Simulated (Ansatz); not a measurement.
# CH4InO radical: basis-set convergence

One table from this session's results is given with a row withheld; the runs are named, their logs left out.

Program: Ansatz 0.2.0, Gaussian basis. Level of theory: one geometry, several basis sets. These are calculated values, not measurements.

The runs, in order: PBE0-D4/def2-SVP; ωB97M-V/def2-SVP; PBE0-D4/def2-QZVPP; ωB97M-V/def2-QZVPP; the functionals' def2-TZVPP values are taken from earlier runs.

## Structure used throughout

The geometry comes from an earlier relaxation with PBE0-D4 in a triple-zeta def2 set; it is a stationary point, not always the lowest conformer. In takes the def2 core potential; no spin-orbit term is included.

SMILES `C[O][InH]`, 7 atoms, charge 0, spin multiplicity 2.

Atoms are counted from 1 here; the program's logs count them from 0.

Bond lengths: C1–O2 1.400 Å, C1–H4 1.098 Å, C1–H5 1.102 Å, C1–H6 1.098 Å, O2–In3 2.004 Å, In3–H7 1.778 Å. Angles: O2–C1–H4 110.4°, O2–C1–H5 113.9°, O2–C1–H6 110.4°, H4–C1–H5 107.1°, H4–C1–H6 107.6°, H5–C1–H6 107.1°, C1–O2–In3 121.6°, O2–In3–H7 114.2°.

Coordinates:

```xyz
7
charge 0, multiplicity 2
C    -0.6305    0.6256   -0.1769
O    -0.7521   -0.6362    0.4181
In    0.8365   -1.8269    0.6886
H    -1.2490    0.6828   -1.0822
H     0.3999    0.8833   -0.4712
H    -0.9753    1.4081    0.5116
H     2.3704   -1.1366    0.1120
```

The first run:

in.yaml reads:

```yaml
crystal:
  periodic: [false, false, false]
  atoms:
    - {symbol: C, position_ang: [-0.630472, 0.625575, -0.176941]}
    - {symbol: O, position_ang: [-0.752069, -0.636237, 0.418124]}
    - {symbol: In, position_ang: [0.836477, -1.826856, 0.688625]}
    - {symbol: H, position_ang: [-1.249002, 0.682763, -1.082209]}
    - {symbol: H, position_ang: [0.399918, 0.883286, -0.471194]}
    - {symbol: H, position_ang: [-0.975266, 1.408105, 0.511630]}
    - {symbol: H, position_ang: [2.370424, -1.136635, 0.111966]}
basis:
  gaussian: {orbitals: def2-SVP}
magnetization: {spin_polarized: true, initial_magnetization: 1}
hamiltonian: {xc: pbe0, dispersion: d4}
output: {orbitals: {seedname: orbitals}}
```

Steps of the session up to this table: PBE0-D4 in def2-SVP; ωB97M-V in def2-SVP; PBE0-D4 in def2-QZVPP; ωB97M-V in def2-QZVPP.

One of the session's tables, all rows but one given; the rest of the session is left out.

It belongs to the step «Functionals by basis». 

```
functional       basis  HOMO (eV)  LUMO (eV)
   PBE0-D4    def2-SVP      -6.04      -3.06
   PBE0-D4  def2-TZVPP          ?          ?
   PBE0-D4  def2-QZVPP      -6.11      -3.14
   ωB97M-V    def2-SVP      -8.05      -1.42
   ωB97M-V  def2-TZVPP      -8.13      -1.52
   ωB97M-V  def2-QZVPP      -8.14      -1.56
```

**Question.** Estimate the row for PBE0-D4, def2-TZVPP.

As computed: HOMO (eV): -6.09; LUMO (eV): -3.12. In the column «HOMO (eV)» it lies between PBE0-D4, def2-QZVPP (-6.11) and PBE0-D4, def2-SVP (-6.04).
